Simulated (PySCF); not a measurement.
# C7H11FN: the cost of one run

Programs: PySCF 2.14.0, with routines of our own; each step states its level. All values are computed. Atoms count from 0.

## (1) The system as given

20 atoms, charge 1, multiplicity 1; geometry from: GFN2-xTB.

## (2) Magnetic properties: GIAO B3LYP/pcSseg-1

Job settings and geometry (Å):

```
{"job": {"kind": "mag", "xc": "B3LYP", "basis": "pcSseg-1", "isotopologues": 0}, "charge": 1, "multiplicity": 1}
C      3.745374    -0.414206    -0.696297
C      2.907854     0.544381     0.153533
C      1.500524     0.313062    -0.034293
C      0.328931     0.080975    -0.176571
C     -1.047783    -0.169403    -0.433000
F     -1.449284     0.076935    -1.730807
C     -1.854258    -1.234830     0.250820
C     -2.151754     0.209249     0.543309
N     -3.362505     0.782626    -0.081435
H      3.541008    -1.446122    -0.423205
H      4.800945    -0.214415    -0.536222
H      3.522583    -0.284133    -1.752092
H      3.143366     0.410385     1.212563
H      3.130114     1.579288    -0.119153
H     -1.373894    -1.820632     1.018131
H     -2.552365    -1.792374    -0.355805
H     -1.906462     0.627813     1.508594
H     -4.226701     0.359355     0.283768
H     -3.402263     1.800924     0.056635
H     -3.298578     0.601803    -1.101205
```

With the program's defaults for keys left out, this is: GIAO B3LYP/pcSseg-1 magnetisability, rotational g tensor and spin-rotation constants, non-relativistic, gas phase.

Run with:

```sh
OMP_NUM_THREADS=1 python excited_run.py task.json out
```

One launch serves the whole session: the jobs run in the order shown.

Q: Estimate the wall time and peak memory of this first job on 1 thread of Intel Xeon Platinum 8488C, shared host.

About 52 s, with a peak of 0.98 GiB.
